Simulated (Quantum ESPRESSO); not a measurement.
**CSO: equation of state with PBE**

CSO:

```xyz
3
Lattice="2.6007 -3.6279 0.0000 2.6007 3.6279 0.0000 -0.9310 0.0000 4.1416" Properties=species:S:1:pos:R:3 pbc="T T T"
S     0.6916    0.0000    4.1354
O     3.6703    0.0000    1.8075
C     2.7876    0.0000    1.0286
```

The cell comes from a database or a generator and needn't be the stable form of this composition.

| Item | Value |
| --- | --- |
| Program | Quantum ESPRESSO 7.5 |
| Task | equation of state |
| Functional | PBE |
| Potentials or basis | SSSP 1.3 efficiency PBE |
| Cutoff | 748 eV |
| Density cutoff | 5987 eV |
| k mesh | 7 × 7 × 7 |
| Occupations | fermi-dirac, width 0.05 eV |
| Spin | no spin polarisation |
| Mixing beta | 0.5 |
| Most SCF iterations | 120 |
| SCF threshold | 6e-10 Ry |

```json
{
  "Equilibrium volume": "26.13 Å³/atom",
  "Bulk modulus at fixed shape and positions": "62 GPa",
  "Pressure derivative of the bulk modulus": "3.9"
}
```

Energy against volume, from the lowest point:
| volume (Å³/atom) | energy (meV/atom) |
| --- | --- |
| 24.488 | 21.98 |
| 25.009 | 9.87 |
| 25.530 | 2.69 |
| 26.051 | 0.00 |
| 26.572 | 1.37 |
| 27.093 | 6.42 |
| 27.614 | 14.82 |

All runs of the series together: 4.9 min on 2 threads of AMD EPYC 7R43 64-Core Processor (Zen 3), with other jobs on the host.

Caveat: the cell was scaled at fixed shape and fractional positions, which overstates the stiffness of a crystal with free parameters, most of all of layers and chains.
